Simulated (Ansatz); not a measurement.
Born–Oppenheimer molecular dynamics of a periodic cell of 32 atoms, Ba₆Ti₆CO₁₉ (surface BaTiO3(110), adsorbate CO, incident energy 0.4 eV, 20° from the normal). It starts from an unrelaxed structure (largest force component 4.52 eV/Å).

Theory: DFT PBE, scalar-relativistic, plane waves, PAW in Ansatz 0.2.0. Settings: accuracy low, PAW set soft_1, cutoff 420 eV, k mesh 2x2x1, fermi-dirac smearing 0.02 eV, no spin polarisation.

```yaml
ensemble: NVE (velocity Verlet)
time_step: 4 fs
steps_asked: 180
starting_velocities: zero, but for any typed in the input
atoms_held: 1, 2, 3, 4, 5, 16, 17, 18, 19, 20
seed: 65502
```

Frames 80 fs apart, positions in Å, forces in eV/Å.

Velocities at 0 fs (Å/ps):

```
Ba 0.00 0.00 0.00
Ti 0.00 0.00 0.00
O 0.00 0.00 0.00
O 0.00 0.00 0.00
O 0.00 0.00 0.00
Ba 0.00 0.00 0.00
Ti 0.00 0.00 0.00
O 0.00 0.00 0.00
O 0.00 0.00 0.00
O 0.00 0.00 0.00
Ba 0.00 0.00 0.00
Ti 0.00 0.00 0.00
O 0.00 0.00 0.00
O 0.00 0.00 0.00
O 0.00 0.00 0.00
Ba 0.00 0.00 0.00
Ti 0.00 0.00 0.00
O 0.00 0.00 0.00
O 0.00 0.00 0.00
O 0.00 0.00 0.00
Ba 0.00 0.00 0.00
Ti 0.00 0.00 0.00
O 0.00 0.00 0.00
O 0.00 0.00 0.00
O 0.00 0.00 0.00
Ba 0.00 0.00 0.00
Ti 0.00 0.00 0.00
O 0.00 0.00 0.00
O 0.00 0.00 0.00
O 0.00 0.00 0.00
C 5.68 0.00 -15.60
O 5.68 0.00 -15.60
```

```xyz
32
Lattice="5.6552 0.0000 0.0000 0.0000 8.0444 0.0000 0.0000 0.0000 20.0689" Properties=species:S:1:pos:R:3:forces:R:3 time_fs=0 energy_less_start_eV=0.000 T=141
Ba 0.000 0.000 1.000 0.00 0.04 0.91
Ti 2.828 2.003 1.000 0.00 -0.27 3.95
O 2.828 0.061 1.000 0.00 -0.43 -1.66
O 1.414 1.959 2.414 0.43 0.60 -2.70
O 4.241 1.959 2.414 -0.43 0.60 -2.70
Ba 2.828 0.000 3.828 0.00 -0.02 1.43
Ti 0.000 2.003 3.828 0.00 -0.28 3.85
O 0.000 0.061 3.828 0.00 -0.84 -1.15
O 4.241 1.959 5.241 0.97 0.55 -2.10
O 1.414 1.959 5.241 -0.97 0.55 -2.10
Ba 0.000 0.000 6.655 0.00 -0.03 2.34
Ti 2.828 2.003 6.655 0.00 -0.16 4.52
O 2.828 0.061 6.655 0.00 -0.76 -1.32
O 1.414 1.959 8.069 1.00 0.23 -1.63
O 4.241 1.959 8.069 -0.99 0.23 -1.63
Ba 0.000 4.022 1.000 0.00 0.05 0.91
Ti 2.828 6.025 1.000 0.00 -0.27 3.94
O 2.828 4.084 1.000 0.00 -0.42 -1.66
O 1.414 5.981 2.414 0.43 0.60 -2.70
O 4.241 5.981 2.414 -0.43 0.60 -2.70
Ba 2.828 4.022 3.828 0.00 -0.02 1.43
Ti 0.000 6.025 3.828 0.00 -0.28 3.85
O 0.000 4.084 3.828 0.00 -0.84 -1.15
O 4.241 5.981 5.241 0.97 0.54 -2.10
O 1.414 5.981 5.241 -0.97 0.55 -2.09
Ba 0.000 4.022 6.655 0.00 -0.03 2.34
Ti 2.828 6.025 6.655 0.01 -0.14 4.52
O 2.828 4.084 6.655 0.00 -0.76 -1.31
O 1.414 5.981 8.069 0.98 0.21 -1.65
O 4.241 5.981 8.069 -0.99 0.22 -1.64
C 2.410 7.343 11.111 0.00 0.04 2.16
O 2.410 7.343 12.271 0.00 -0.02 -2.16
32
Lattice="5.6552 0.0000 0.0000 0.0000 8.0444 0.0000 0.0000 0.0000 20.0689" Properties=species:S:1:pos:R:3:forces:R:3 time_fs=80 energy_less_start_eV=-3.648 T=1386
Ba 0.000 0.000 1.000 0.00 0.02 1.62
Ti 2.828 2.003 1.000 0.00 -0.24 5.90
O 2.828 0.061 1.000 0.00 -0.49 -1.87
O 1.414 1.959 2.414 1.41 0.41 -3.76
O 4.241 1.959 2.414 -1.42 0.41 -3.76
Ba 2.828 -0.014 3.978 0.00 0.03 0.77
Ti 0.000 2.027 3.919 0.00 -0.22 2.67
O 0.000 -0.005 3.673 0.00 -0.69 -0.85
O 4.385 1.887 5.214 -1.30 0.62 -0.73
O 1.270 1.889 5.215 1.30 0.62 -0.73
Ba 0.000 -0.011 7.039 0.00 0.12 1.02
Ti 2.828 2.031 6.839 -0.02 -0.14 1.48
O 2.826 0.039 6.832 0.00 -0.71 -2.12
O 1.511 2.007 8.011 -0.85 0.09 0.09
O 4.144 2.006 8.011 0.86 0.09 0.11
Ba 0.000 4.022 1.000 0.00 0.02 1.62
Ti 2.828 6.025 1.000 -0.01 -0.24 5.89
O 2.828 4.084 1.000 0.00 -0.49 -1.87
O 1.414 5.981 2.414 1.42 0.40 -3.77
O 4.241 5.981 2.414 -1.42 0.40 -3.76
Ba 2.828 4.008 3.979 0.00 0.03 0.75
Ti -0.001 6.049 3.918 0.03 -0.20 2.66
O 0.000 4.016 3.675 0.00 -0.69 -0.84
O 4.384 5.913 5.213 -1.29 0.59 -0.74
O 1.274 5.913 5.208 1.28 0.59 -0.75
Ba -0.001 4.009 7.035 0.01 0.16 1.02
Ti 2.829 6.054 6.833 -0.01 0.00 1.40
O 2.831 4.062 6.829 0.00 -0.72 -1.99
O 1.500 6.011 7.989 -0.87 0.07 0.14
O 4.149 6.018 8.002 0.87 0.03 0.10
C 2.883 7.551 9.924 -0.03 -0.17 1.84
O 2.861 7.268 11.044 0.03 0.28 -1.52
32
Lattice="5.6552 0.0000 0.0000 0.0000 8.0444 0.0000 0.0000 0.0000 20.0689" Properties=species:S:1:pos:R:3:forces:R:3 time_fs=160 energy_less_start_eV=-3.921 T=1480
Ba 0.000 0.000 1.000 0.00 0.04 2.37
Ti 2.828 2.003 1.000 0.00 -0.26 7.56
O 2.828 0.061 1.000 0.00 -0.46 -2.09
O 1.414 1.959 2.414 1.82 0.65 -3.74
O 4.241 1.959 2.414 -1.80 0.65 -3.72
Ba 2.828 -0.018 4.171 0.00 0.15 0.37
Ti 0.000 1.990 4.273 0.08 -0.10 -2.02
O 0.004 0.104 3.640 -0.01 -0.99 0.46
O 4.411 1.960 5.442 -2.69 0.30 0.09
O 1.244 1.961 5.453 2.64 0.34 0.17
Ba -0.001 -0.011 7.812 0.17 0.38 -0.43
Ti 2.810 2.028 7.148 0.45 0.07 -0.04
O 2.822 0.107 7.106 -0.01 -1.11 -2.05
O 1.501 1.998 8.255 -1.15 0.19 1.38
O 4.232 2.098 8.188 0.52 0.02 0.82
Ba 0.000 4.022 1.000 0.00 0.03 2.34
Ti 2.828 6.025 1.000 0.00 -0.29 7.57
O 2.828 4.084 1.000 0.00 -0.47 -2.10
O 1.414 5.981 2.414 1.81 0.68 -3.74
O 4.241 5.981 2.414 -1.80 0.68 -3.75
Ba 2.829 3.995 4.186 0.00 0.12 0.26
Ti 0.002 6.004 4.261 0.07 0.06 -1.85
O 0.004 4.132 3.623 0.00 -1.04 0.57
O 4.398 5.982 5.423 -2.55 0.29 0.04
O 1.253 5.983 5.444 2.44 0.30 0.02
Ba 0.010 4.006 7.810 0.28 0.34 -0.08
Ti 2.809 6.006 7.103 -0.31 0.08 0.09
O 2.794 4.087 7.064 -0.05 -0.84 -1.89
O 1.478 6.028 8.227 -0.69 0.26 0.93
O 4.193 6.007 8.139 1.01 0.15 1.07
C 3.459 7.886 9.636 0.27 -0.34 0.82
O 3.165 7.154 10.457 -0.48 0.15 0.59
32
Lattice="5.6552 0.0000 0.0000 0.0000 8.0444 0.0000 0.0000 0.0000 20.0689" Properties=species:S:1:pos:R:3:forces:R:3 time_fs=240 energy_less_start_eV=-3.508 T=1364
Ba 0.000 0.000 1.000 0.00 0.01 2.51
Ti 2.828 2.003 1.000 -0.03 -0.29 7.97
O 2.828 0.061 1.000 0.00 -0.46 -2.28
O 1.414 1.959 2.414 1.71 0.53 -3.71
O 4.241 1.959 2.414 -1.67 0.54 -3.68
Ba 2.828 -0.012 4.332 -0.07 -0.12 0.33
Ti -0.015 1.935 4.299 0.32 -0.19 2.43
O 0.003 0.030 3.623 -0.03 -0.27 0.87
O 4.248 1.939 5.504 1.08 0.27 -1.65
O 1.375 1.906 5.574 -1.25 0.41 -1.96
Ba 0.055 0.060 8.443 -0.24 -1.93 -0.60
Ti 2.783 1.934 7.471 -0.01 -0.31 1.37
O 2.745 0.072 7.047 0.16 -0.39 0.64
O 1.373 1.916 8.726 3.20 0.90 -1.29
O 4.340 1.875 8.689 -2.97 1.10 -1.34
Ba 0.000 4.022 1.000 0.00 0.00 2.50
Ti 2.828 6.025 1.000 0.05 -0.28 7.98
O 2.828 4.084 1.000 0.00 -0.46 -2.27
O 1.414 5.981 2.414 1.64 0.52 -3.62
O 4.241 5.981 2.414 -1.69 0.50 -3.78
Ba 2.826 3.990 4.325 -0.06 -0.09 0.52
Ti 0.014 5.962 4.279 -0.40 -0.04 2.42
O 0.011 4.058 3.635 -0.01 -0.23 0.88
O 4.201 5.973 5.480 1.29 0.22 -1.58
O 1.364 5.988 5.552 -1.14 0.20 -1.86
Ba 0.093 4.046 8.575 -0.38 -0.99 -0.36
Ti 2.814 6.001 7.386 0.30 -0.85 1.92
O 2.691 4.051 7.043 0.21 -0.17 0.72
O 1.345 6.002 8.753 2.75 0.91 -1.53
O 4.255 5.918 8.565 -2.76 0.98 -1.50
C 3.888 7.102 11.750 1.92 -0.69 0.32
O 2.853 7.473 11.550 -1.96 0.69 -0.33
32
Lattice="5.6552 0.0000 0.0000 0.0000 8.0444 0.0000 0.0000 0.0000 20.0689" Properties=species:S:1:pos:R:3:forces:R:3 time_fs=320 energy_less_start_eV=-3.014 T=1182
Ba 0.000 0.000 1.000 -0.02 -0.03 2.58
Ti 2.828 2.003 1.000 0.02 -0.37 8.07
O 2.828 0.061 1.000 -0.01 -0.42 -2.39
O 1.414 1.959 2.414 1.25 0.29 -3.69
O 4.241 1.959 2.414 -1.29 0.27 -3.74
Ba 2.806 -0.053 4.508 0.11 -0.07 -0.70
Ti -0.013 2.001 4.387 -0.33 0.02 2.16
O -0.015 -0.116 4.144 0.06 0.47 -1.05
O 4.136 1.978 5.478 1.94 0.15 -0.90
O 1.468 1.989 5.459 -1.67 -0.05 -0.40
Ba 0.060 -0.009 8.870 -0.13 -0.95 -0.67
Ti 2.846 2.047 7.518 1.75 -1.06 -0.53
O 2.917 0.115 6.920 -0.23 -0.50 2.14
O 1.596 1.823 8.758 0.91 1.17 -0.14
O 4.457 1.947 8.555 -2.47 1.09 -0.82
Ba 0.000 4.022 1.000 -0.03 0.01 2.64
Ti 2.828 6.025 1.000 0.08 -0.30 8.15
O 2.828 4.084 1.000 -0.01 -0.45 -2.41
O 1.414 5.981 2.414 1.29 0.34 -3.68
O 4.241 5.981 2.414 -1.40 0.38 -3.89
Ba 2.800 3.971 4.475 0.13 0.14 -1.02
Ti 0.017 6.008 4.418 -0.79 -0.22 1.80
O -0.043 3.940 4.069 0.19 -0.08 -0.92
O 4.142 5.940 5.474 1.60 0.39 -0.40
O 1.444 5.952 5.506 -1.22 0.36 -0.36
Ba 0.108 4.023 9.198 0.22 -1.40 -0.18
Ti 2.895 5.919 7.586 -2.18 -0.53 -1.96
O 2.788 4.062 6.882 -0.13 -0.48 2.56
O 1.501 5.884 8.874 1.78 0.87 -1.10
O 4.260 5.753 8.567 0.58 0.95 0.85
C 2.946 6.752 13.868 -0.80 -1.68 1.68
O 3.296 7.498 13.117 0.80 1.68 -1.69
32
Lattice="5.6552 0.0000 0.0000 0.0000 8.0444 0.0000 0.0000 0.0000 20.0689" Properties=species:S:1:pos:R:3:forces:R:3 time_fs=400 energy_less_start_eV=-2.230 T=906
Ba 0.000 0.000 1.000 0.00 -0.01 2.76
Ti 2.828 2.003 1.000 -0.01 -0.31 8.19
O 2.828 0.061 1.000 0.01 -0.48 -2.45
O 1.414 1.959 2.414 1.41 0.43 -3.92
O 4.241 1.959 2.414 -1.37 0.46 -3.92
Ba 2.793 -0.061 4.539 0.08 0.29 -0.21
Ti -0.041 1.848 4.472 1.79 0.41 -2.22
O -0.039 -0.051 4.104 -0.03 -0.09 -0.95
O 4.187 2.021 5.317 -1.86 0.27 2.05
O 1.419 1.961 5.426 0.21 0.19 0.85
Ba 0.045 -0.104 8.978 0.26 0.34 -1.19
Ti 2.972 2.037 7.735 -1.33 0.49 -3.58
O 2.974 0.346 7.104 0.03 -1.42 0.94
O 1.556 1.972 8.788 -0.27 0.34 1.67
O 4.465 2.095 8.576 1.23 0.47 1.98
Ba 0.000 4.022 1.000 0.00 0.00 2.62
Ti 2.828 6.025 1.000 -0.03 -0.23 8.21
O 2.828 4.084 1.000 0.00 -0.49 -2.42
O 1.414 5.981 2.414 1.48 0.29 -3.96
O 4.241 5.981 2.414 -1.43 0.25 -3.85
Ba 2.787 4.006 4.431 -0.10 -0.11 0.18
Ti -0.041 5.909 4.501 0.33 0.46 -1.34
O 0.024 4.021 4.232 -0.13 -0.43 -1.40
O 4.184 6.011 5.446 -0.85 0.10 1.35
O 1.413 6.085 5.421 0.47 -0.13 1.19
Ba 0.210 3.889 9.619 0.04 0.30 -1.26
Ti 2.936 5.786 7.775 -1.70 1.07 -5.31
O 2.776 4.192 7.032 0.13 -2.47 0.67
O 1.584 5.896 8.832 -1.55 0.26 2.40
O 4.385 5.849 8.578 3.21 -0.25 2.94
C 2.379 7.186 15.123 -1.71 0.41 -0.28
O 3.456 6.932 15.301 1.71 -0.41 0.28
32
Lattice="5.6552 0.0000 0.0000 0.0000 8.0444 0.0000 0.0000 0.0000 20.0689" Properties=species:S:1:pos:R:3:forces:R:3 time_fs=480 energy_less_start_eV=-3.184 T=1241
Ba 0.000 0.000 1.000 -0.01 -0.06 3.23
Ti 2.828 2.003 1.000 -0.04 -0.20 8.42
O 2.828 0.061 1.000 0.00 -0.48 -2.69
O 1.414 1.959 2.414 1.87 0.44 -4.18
O 4.241 1.959 2.414 -1.90 0.36 -4.04
Ba 2.793 -0.009 4.537 -0.07 -0.72 -0.09
Ti -0.063 2.012 4.323 -1.81 -0.12 -5.49
O -0.009 -0.081 3.649 -0.20 -0.24 0.73
O 4.331 1.847 5.409 -2.51 0.28 1.90
O 1.259 1.884 5.235 4.28 0.10 3.08
Ba 0.080 -0.121 8.666 -0.06 -1.02 -0.88
Ti 2.990 1.756 8.049 0.10 0.41 -4.02
O 3.009 -0.114 7.622 0.27 0.16 -0.65
O 1.582 1.772 8.974 -1.51 0.90 2.21
O 4.376 1.963 8.997 1.38 0.76 1.81
Ba 0.000 4.022 1.000 -0.03 0.05 2.94
Ti 2.828 6.025 1.000 0.00 -0.13 8.87
O 2.828 4.084 1.000 0.00 -0.66 -2.65
O 1.414 5.981 2.414 2.28 0.50 -4.29
O 4.241 5.981 2.414 -2.37 0.61 -4.29
Ba 2.760 3.962 4.426 0.02 0.00 0.30
Ti -0.078 5.975 4.450 -0.71 0.08 -2.42
O -0.068 4.128 3.526 0.03 -0.75 1.27
O 4.222 5.859 5.570 -0.89 0.46 0.48
O 1.258 5.831 5.465 1.68 0.57 0.85
Ba 0.355 3.877 9.718 -0.15 0.32 -1.01
Ti 3.032 5.769 7.760 0.61 -0.52 0.70
O 2.684 3.923 7.317 0.71 -0.22 0.36
O 1.615 5.889 8.825 0.27 -0.30 0.36
O 4.445 5.752 8.972 -1.26 -0.58 -0.77
C 2.974 7.384 16.578 -0.20 -0.73 0.69
O 2.746 6.550 17.335 0.20 0.74 -0.69
```

Of the whole run (720 fs, mean temperature of the second half 1254 K): The conserved energy wandered by up to 5.0 meV per atom (net -1.2 meV per atom), which is poor conservation. A run of 0.72 ps of so small a system gives no equilibrium averages. Limits of this set-up: coarse k mesh, slab without dipole correction, no dispersion correction for a molecule that may bind weakly, a typed lattice constant that wasn't relaxed here, low accuracy level.

Time of the run: 61 min on 4 threads of Arm Neoverse V1, on a shared host, peak memory 3.2 GiB.
